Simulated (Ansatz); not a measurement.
# Dy3Be2Se: one candidate of a structure search

Aim: relax a trial structure of Dy3Be2Se and see where it ends.

Program: Ansatz 0.2.0. Level of theory: DFT PBE, scalar-relativistic, plane waves, PAW; 4f electrons in the core of a trivalent norm-conserving potential. These are calculated values, not measurements.

## (1) The system as given

The structure is hexagonal, space group P6/mmm (No. 191). Conventional cell: a = 4.502 Å, b = 4.502 Å, c = 7.917 Å, α = 90.00°, β = 90.00°, γ = 120.00°. Dy (site symmetry -6m2) has 3 Dy at 2.60 Å and 3 Se at 2.60 Å in its first shell of neighbours. Dy (site symmetry 6/mmm) is surrounded by 6 Be at 2.60 Å. Be (site symmetry -6m2) is surrounded by 3 Be at 2.60 Å and 3 Dy at 2.60 Å. Se (site symmetry 6/mmm) is surrounded by 6 Dy at 2.60 Å.

As a file:

```cif
data_structure
_symmetry_space_group_name_H-M 'P 1'
_symmetry_Int_Tables_number 1
_cell_length_a 4.5018
_cell_length_b 4.5018
_cell_length_c 7.9167
_cell_angle_alpha 90.000
_cell_angle_beta 90.000
_cell_angle_gamma 120.000
_cell_volume 138.95
loop_
_atom_site_label
_atom_site_type_symbol
_atom_site_fract_x
_atom_site_fract_y
_atom_site_fract_z
_atom_site_occupancy
Dy1 Dy 0.33333 0.66667 0.50000 1
Dy2 Dy 0.66667 0.33333 0.50000 1
Dy3 Dy 0.00000 0.00000 0.00000 1
Be1 Be 0.33333 0.66667 0.00000 1
Be2 Be 0.66667 0.33333 0.00000 1
Se1 Se 0.00000 0.00000 0.50000 1
```

A structure generator made this guess: random cell by space group and Wyckoff sites (P6/mmm, No. 191). The dimensions are guesses.

## (2) The guess as it stands, on a coarse mesh

input.yaml

```yaml
crystal:
  lattice:
    - [4.50183567, 0.0, 0.0]
    - [-2.25091783, 3.89870405, 0.0]
    - [0.0, 0.0, 7.91669681]
  atoms:
    - { symbol: Dy, position: [0.33333333, 0.66666667, 0.5] }
    - { symbol: Dy, position: [0.66666667, 0.33333333, 0.5] }
    - { symbol: Dy, position: [0.0, 0.0, 0.0] }
    - { symbol: Be, position: [0.33333333, 0.66666667, 0.0] }
    - { symbol: Be, position: [0.66666667, 0.33333333, 0.0] }
    - { symbol: Se, position: [0.0, 0.0, 0.5] }
basis:
  ecutwfc: 630
kpoints:
  mp_grid: { grid: [6, 6, 2] }
hamiltonian:
  xc: pbe
  pseudopotentials:
    kind: paw
    azcp: { Dy: "pseudopotentials/pbe/nc/lanthanide_3plus/Dy.nc.azcp" }
scf:
  occupations: { method: gaussian, width: 0.1 }
  lower_state_search: "off"
output:
  forces: true
  stress: true
  eigenvalues: true
```

Launch:

```sh
$ ansatz run input.yaml --threads 1 --pin off --max-ram 2560MiB --backend cpu --events-out ev --progress --plain --runs-dir out
```

The session goes on with these runs: rough relaxation on the coarse mesh; another rough relaxation; full relaxation.

Q: Predict the outcome of this session. Wanted: conventional cell; volume; energy over the elements; gap on the mesh.

**Answer**, as computed:

| quantity | value |
| --- | --- |
| symmetry at the end (tolerance 0.05 Å) | space group P6/mmm (No. 191) |
| conventional cell | a = 5.053 Å, b = 5.053 Å, c = 5.658 Å, α = 90.00°, β = 90.00°, γ = 120.00° |
| volume | 20.85 Å³/atom |
| energy over the elements | -0.09 eV/atom |
| gap on the mesh | none (metal) |

The space group P6/mmm (No. 191) is kept, and the volume per atom shrinks by 10.0 % from the first guess. A negative formation energy is needed for stability but isn't enough; other structures and compounds were not set against it here. No finished test with a distortion of lower symmetry is shown, so the end may be a saddle point. Spin-orbit coupling is left out for Dy. Spin polarisation is off in the runs that give these values; a magnetic solution could lie lower. The lanthanide's 4f electrons sit in the core of its potential, so it is trivalent by construction and shows no f bands or moments.

No U or exact exchange acts on the 4f shell of Dy, so a metallic reading can be the functional's.
